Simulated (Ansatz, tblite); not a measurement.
**The cluster Hg3Te3: rung by rung**

An exercise on one series of results from a longer session: the logs are not shown, and one member is left open.

Method: as each input shows; program: Ansatz 0.2.0, Gaussian basis.

The runs, in order: GFN1-xTB, GFN2-xTB, PBE-D4/def2-TZVP, r2SCAN-D4/def2-TZVP, ωB97M-V/def2-TZVP, ωB97X-V/def2-TZVP, BHLYP-D4/def2-TZVP, PBE-D4/def2-SVP, PBE0-D4/def2-SVP, PBE0-D4/def2-TZVPD, PBE-D4/def2-TZVPD, MP2/def2-TZVP, RPA/def2-TZVP.

7 further runs of the same task are left out: 5 that didn't finish, 2 set aside as unsound or not needed.

## The structure

The geometry is that of the singlet, from an earlier relaxation (B3LYP-D4/def2-SVP). At that level it is the lowest of the isomers that a small search found.

6 atoms, charge 0, spin multiplicity 1.

Bond lengths: Hg1–Te4 2.727 Å, Hg1–Te6 2.727 Å, Hg2–Te4 2.727 Å, Hg2–Te5 2.727 Å, Hg3–Te5 2.727 Å, Hg3–Te6 2.727 Å. Angles: Te4–Hg1–Te6 161.2°, Te4–Hg2–Te5 161.2°, Te5–Hg3–Te6 161.2°, Hg1–Te4–Hg2 78.8°, Hg2–Te5–Hg3 78.8°, Hg1–Te6–Hg3 78.8°.

Hg, Te take a core potential in the def2 sets. No spin-orbit coupling is included.

PBE0-D4/def2-TZVP was run before; its log isn't repeated, and its numbers join the tables.

Set-up of the first run:

Tight binding, by tblite at 300 K electronic temperature and without a spin-polarisation term:

```python
tblite.interface.Calculator('GFN1-xTB', numbers, positions, charge=0, uhf=0).singlepoint()
```

Tight binding, by tblite at 300 K electronic temperature and without a spin-polarisation term:

```python
tblite.interface.Calculator('GFN2-xTB', numbers, positions, charge=0, uhf=0).singlepoint()
```

start.molden holds the orbitals of an earlier run on this state, given as this run's starting guess.

File in.yaml:

```yaml
crystal:
  periodic: [false, false, false]
  atoms:
    - {symbol: Hg, position_ang: [0.813114, 1.825193, 0.064080]}
    - {symbol: Hg, position_ang: [-1.987948, -0.208257, -0.026445]}
    - {symbol: Hg, position_ang: [1.174868, -1.616813, -0.038207]}
    - {symbol: Te, position_ang: [-1.825909, 2.512668, 0.059271]}
    - {symbol: Te, position_ang: [-1.263564, -2.836354, -0.099664]}
    - {symbol: Te, position_ang: [3.089449, 0.323573, 0.040975]}
basis:
  gaussian: {orbitals: def2-TZVP, initial_orbitals: start.molden}
hamiltonian: {xc: pbe, dispersion: d4}
scf: {omitted_lower_state_checks: [starts]}
output: {orbitals: {seedname: orbitals}}
```

Started as:

```
ansatz run in.yaml --threads 4 --pin off --events-out ev --progress --plain --max-ram 4787MiB
```

Steps of the session up to this table: PBE-D4/def2-TZVP; r2SCAN-D4/def2-TZVP; ωB97M-V/def2-TZVP; ωB97X-V/def2-TZVP; BHLYP-D4/def2-TZVP; PBE-D4/def2-SVP; PBE0-D4/def2-SVP; PBE0-D4/def2-TZVPD; PBE-D4/def2-TZVPD; MP2/def2-TZVP; RPA/def2-TZVP.

One of the session's tables, all rows but one given; the rest of the session is left out.

It belongs to the step «Binding energy». 

| level | binding an atom (eV) |
| --- | --- |
| HF/def2-TZVP | ? |
| PBE-D4/def2-SVP | 1.157 |
| PBE-D4/def2-TZVP | 1.278 |
| PBE-D4/def2-TZVPD | 1.280 |
| r2SCAN-D4/def2-TZVP | 1.229 |
| PBE0-D4/def2-SVP | 1.105 |
| PBE0-D4/def2-TZVP | 1.241 |
| PBE0-D4/def2-TZVPD | 1.243 |
| BHLYP-D4/def2-TZVP | 1.114 |
| ωB97X-V/def2-TZVP | 1.228 |
| ωB97M-V/def2-TZVP | 1.172 |
| RPA/def2-TZVP | 0.909 |
| MP2/def2-TZVP | 1.150 |

Q: Estimate the row for HF/def2-TZVP from the others.

As computed: binding an atom (eV): 0.455. In the column «binding an atom (eV)» it is the lowest.

To keep in mind: Free atoms were run apart at each level; binding is atoms less cluster, divided by the number of atoms, without zero-point or spin-orbit terms.
